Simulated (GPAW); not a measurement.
Crystal: Mg3GaO4.

```
Ga Mg O
1.0
     4.36349    0.00000    0.00000
     0.00000    4.36349    0.00000
     0.00000    0.00000    4.36349
Ga Mg O
1 3 4
Direct
  0.00000 0.00000 0.00000
  0.50000 0.50000 0.00000
  0.50000 0.00000 0.50000
  0.00000 0.50000 0.50000
  0.00000 0.50000 0.00000
  0.00000 0.00000 0.50000
  0.50000 0.50000 0.50000
  0.50000 0.00000 0.00000
```

The cell comes from a database or a generator and needn't be the stable form of this composition.

Base run:

* Program: GPAW 26.7.0
* Functional: LDA
* Potentials or basis: the program's PAW data sets (release 1.2.1) made for this functional
* Cutoff: 800 eV
* Basis: pw
* k mesh: 5 × 5 × 5
* Occupations: fermi-dirac, width 0.05 eV
* Spin: no spin polarisation

Its results: pressure -9.5 GPa.

Q: After a change of settings the same cell gave: pressure -14.1 GPa. Which change was it?
A. functional from LDA to PBE; potentials or basis from the program's PAW data sets (release 1.2.1) made for this functional to GPAW PAW data sets (gpaw-data 1.2.1); cutoff from 800 eV to 600 eV
B. functional from LDA to PBE; potentials or basis from the program's PAW data sets (release 1.2.1) made for this functional to GPAW PAW data sets (gpaw-data 1.2.1)
C. functional from LDA to PBEsol; potentials or basis from the program's PAW data sets (release 1.2.1) made for this functional to PAW data sets generated in the run's folder for this functional
D. cutoff from 800 eV to 600 eV

A: D.

Caveats: an odd number of electrons without spin polarisation forces a metal; a magnetic or distorted state may lie lower; the cutoff is short for stress and forces, so pressures can be off by a GPa or more (some runs).

Not every run made on this cell is shown here.
